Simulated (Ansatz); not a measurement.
# CH8AlB2N: up Jacob's ladder to CCSD(T)

An exercise on one series of results from a longer session: the logs are not shown, and one member is left open.

Computed with Ansatz 0.2.0, Gaussian basis. Level: functionals in def2-TZVPP, the program's frozen cores in correlated methods.

The runs, in order: PBE-D4, r2SCAN-D4, PBE0-D4, B3LYP-D4, ωB97X-V, ωB97M-V, B2PLYP; CCSD(T)/def2-TZVPP; MP2/def2-QZVPP; extrapolation to the limit.

**The geometry**

The geometry comes from an earlier relaxation with PBE0-D4 in a triple-zeta def2 set; it is a stationary point, not always the lowest conformer.

13 atoms, charge 0, spin multiplicity 1.

Atoms are counted from 1 here; the program's logs count them from 0.

Bond lengths: B1–N2 1.394 Å, B1–H6 1.195 Å, B1–H7 1.197 Å, N2–C3 1.404 Å, N2–H8 1.010 Å, C3–B4 1.461 Å, C3–Al5 2.245 Å, C3–H9 1.093 Å, B4–Al5 2.165 Å, B4–H10 1.247 Å, B4–H11 1.193 Å, Al5–H12 1.580 Å, Al5–H13 1.583 Å. Angles: N2–B1–H6 118.7°, N2–B1–H7 118.5°, H6–B1–H7 122.8°, B1–N2–C3 126.9°, B1–N2–H8 119.5°, C3–N2–H8 113.6°, N2–C3–B4 125.7°, N2–C3–Al5 127.5°, N2–C3–H9 111.1°, B4–C3–Al5 67.7°, B4–C3–H9 122.7°, Al5–C3–H9 84.9°, C3–B4–Al5 73.7°, C3–B4–H10 114.7°, C3–B4–H11 127.1°, Al5–B4–H10 64.3°, Al5–B4–H11 121.6°, H10–B4–H11 117.3° and more.

The first run:

in.yaml

```yaml
crystal:
  periodic: [false, false, false]
  atoms:
    - {symbol: B, position_ang: [-1.189846, 1.872932, 0.970185]}
    - {symbol: N, position_ang: [-0.779000, 0.541340, 0.950265]}
    - {symbol: C, position_ang: [-0.433322, -0.217689, -0.179002]}
    - {symbol: B, position_ang: [-0.070932, -1.633015, -0.177203]}
    - {symbol: Al, position_ang: [1.620982, -0.572222, -1.013005]}
    - {symbol: H, position_ang: [-1.482741, 2.366906, 2.017625]}
    - {symbol: H, position_ang: [-1.231329, 2.472886, -0.064677]}
    - {symbol: H, position_ang: [-0.747692, 0.018238, 1.813644]}
    - {symbol: H, position_ang: [-0.602241, 0.347669, -1.099638]}
    - {symbol: H, position_ang: [0.351538, -2.063819, -1.268338]}
    - {symbol: H, position_ang: [0.045644, -2.343946, 0.773172]}
    - {symbol: H, position_ang: [1.567970, 0.123341, -2.430558]}
    - {symbol: H, position_ang: [2.971569, -0.947419, -0.277668]}
basis:
  gaussian: {orbitals: def2-TZVPP}
hamiltonian: {xc: pbe, dispersion: d4}
output: {forces: true, orbitals: {seedname: orbitals}}
```

Started as:

```bash
> ansatz run in.yaml --threads 4 --pin off --events-out ev --progress --plain --max-ram 10444MiB
```

Among the steps run: PBE-D4 (GGA); r2SCAN-D4 (meta-GGA); PBE0-D4 (hybrid); B3LYP-D4 (hybrid); ωB97X-V (range-separated); ωB97M-V (range-separated); B2PLYP (double hybrid); CCSD(T) in def2-TZVPP; MP2 in def2-QZVPP.

One of the session's tables, all rows but one given; the rest of the session is left out.

It belongs to the step «Atomisation energies». 

```
            method  atomisation energy (kJ/mol)
            PBE-D4                       4562.2
         r2SCAN-D4                       4517.8
           PBE0-D4                       4505.0
          B3LYP-D4                       4514.0
           ωB97X-V                       4500.8
           ωB97M-V                       4512.8
            B2PLYP                            ?
     HF/def2-TZVPP                       3359.9
    MP2/def2-TZVPP                       4411.2
   CCSD/def2-TZVPP                       4305.2
CCSD(T)/def2-TZVPP                       4364.6
           MP2/CBS                       4515.3
       CCSD(T)/CBS                       4468.8
```

Estimate the missing values for B2PLYP.

The run gave: atomisation energy (kJ/mol): 4451.5. In the column «atomisation energy (kJ/mol)» it lies between MP2/def2-TZVPP (4411.2) and CCSD(T)/CBS (4468.8).
